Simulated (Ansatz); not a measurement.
# B3LYP/STO-3G run of InH3 (SMILES [InH3])

Aim: the energy change on altering one bond length of InH3 at B3LYP/STO-3G, from 2 runs. 

The results are computed with Ansatz 0.2.0.

29 further runs of the same task are left out: 1 that didn't finish, 28 set aside as unsound or not needed.

## (1) The system as given

The species is InH3 (4 atoms), meant as a singlet with charge 0. SMILES: `[InH3]`. Geometry: relaxed at PBE0-D4/def2-TZVP.

Bond lengths: In1–H2 1.724 Å, In1–H3 1.724 Å, In1–H4 1.724 Å. Angles: H2–In1–H3 120.0°, H2–In1–H4 120.0°, H3–In1–H4 120.0°.

## (2) The energy at B3LYP/STO-3G

File run.yaml:

```yaml
crystal:
  periodic: [false, false, false]
  atoms:
    - {symbol: In, position_ang: [0.013900, -0.015100, -0.005100]}
    - {symbol: H, position_ang: [0.415500, 1.516000, 0.678200]}
    - {symbol: H, position_ang: [-1.095600, -0.107300, -1.321400]}
    - {symbol: H, position_ang: [0.721800, -1.454000, 0.628000]}
basis:
  gaussian:
    orbitals: STO-3G
accuracy: high
hamiltonian:
  xc: {name: B3LYP}
```

Launch:

```console
ansatz run run.yaml --threads 1 --pin off --max-ram 2610MiB --events-out events.jsonl --progress --plain --runs-dir runs
```

The log of the run:

```text
Warning: RAYON_NUM_THREADS=1 ignored (pool sized by the plan → 1); use --threads N
Functional definition: B3LYP
  name "B3LYP"
  parameter a0 = 0.2
  parameter ax = 0.72
  parameter ac = 0.81
  exchange = (1 - a0 - ax)*slater_x + ax*b88_x + a0*exact_x
  correlation = (1 - ac)*vwn_rpa_c + ac*lyp_c
526 factors; integrals over basis functions are off by at most 3.8e-9 eV
mean field evaluation 1: about -154740.0578 eV, gradient 1.4e1 eV
mean field evaluation 2: about -154740.6361 eV, gradient 7.2e0 eV
mean field evaluation 4: about -154740.8718 eV, gradient 1.2e-1 eV
mean field evaluation 8: about -154740.8185 eV, gradient 1.8e-3 eV
mean field -154740.81853686 eV, -5686.6201941355 hartree, gradient 1.4e-8 eV, S^2 0.000000; 0 other end points of the search recorded, 0 dependent functions left out
reference -154740.81856230 eV, -5686.6201950704 hartree; 26, 26 occupied and 4, 4 virtual orbitals, 526 factors
Total energy: -154740.81856230 eV, -5686.6201950704 hartree
```

Run time: 1.4 s. Hardware: 1 thread of Arm Neoverse V1, shared host; peak memory 0.097 GiB.

## (3) The distorted shape, same level

File molecule.yaml:

```yaml
crystal:
  periodic: [false, false, false]
  atoms:
    - symbol: In
      position_ang: [0.291284, 0.007951, 0.323986]
    - symbol: H
      position_ang: [0.692884, 1.539051, 1.007286]
    - symbol: H
      position_ang: [-1.095600, -0.107300, -1.321400]
    - symbol: H
      position_ang: [0.999184, -1.430949, 0.957086]
basis:
  gaussian:
    orbitals: STO-3G
hamiltonian:
  xc: {name: B3LYP}
accuracy: high
```

Launch:

```console
ansatz run molecule.yaml --threads 1 --pin off --max-ram 2610MiB --events-out events.jsonl --progress --plain --runs-dir runs
```

The log of the run:

```text
Warning: RAYON_NUM_THREADS=1 ignored (pool sized by the plan → 1); use --threads N
Functional definition: B3LYP
  name "B3LYP"
  parameter a0 = 0.2
  parameter ax = 0.72
  parameter ac = 0.81
  exchange = (1 - a0 - ax)*slater_x + ax*b88_x + a0*exact_x
  correlation = (1 - ac)*vwn_rpa_c + ac*lyp_c
525 factors; integrals over basis functions are off by at most 3.9e-9 eV
mean field evaluation 1: about -154738.4483 eV, gradient 1.5e1 eV
mean field evaluation 2: about -154738.8451 eV, gradient 1.1e1 eV
mean field evaluation 4: about -154739.5418 eV, gradient 1.9e-1 eV
mean field evaluation 8: about -154739.4732 eV, gradient 2.2e-3 eV
mean field -154739.47315944 eV, -5686.5707524273 hartree, gradient 4.9e-8 eV, S^2 0.000000; 0 other end points of the search recorded, 0 dependent functions left out
reference -154739.47318530 eV, -5686.5707533776 hartree; 26, 26 occupied and 4, 4 virtual orbitals, 525 factors
Total energy: -154739.47318530 eV, -5686.5707533776 hartree
```

Wall time 1.5 s (1 thread of Arm Neoverse V1, shared host); peak memory 0.097 GiB.

## (4) What came out

At B3LYP/STO-3G:

```
                                                          quantity           value
                                         first shape: total energy  -5686.62020 Eh
                                     distorted shape: total energy  -5686.57075 Eh
energy change with the In1–H3 bond stretched from 1.724 to 2.155 Å        1.345 eV
```

With the In1–H3 bond stretched from 1.724 to 2.155 Å the energy rises by 1.35 eV (130 kJ/mol). The first shape isn't relaxed at this level, so the change isn't measured from a minimum. The minimal basis adds a large error of its own. Relativity is left out (first shape) although the molecule holds a heavy atom. Relativity is left out (distorted shape) although the molecule holds a heavy atom.
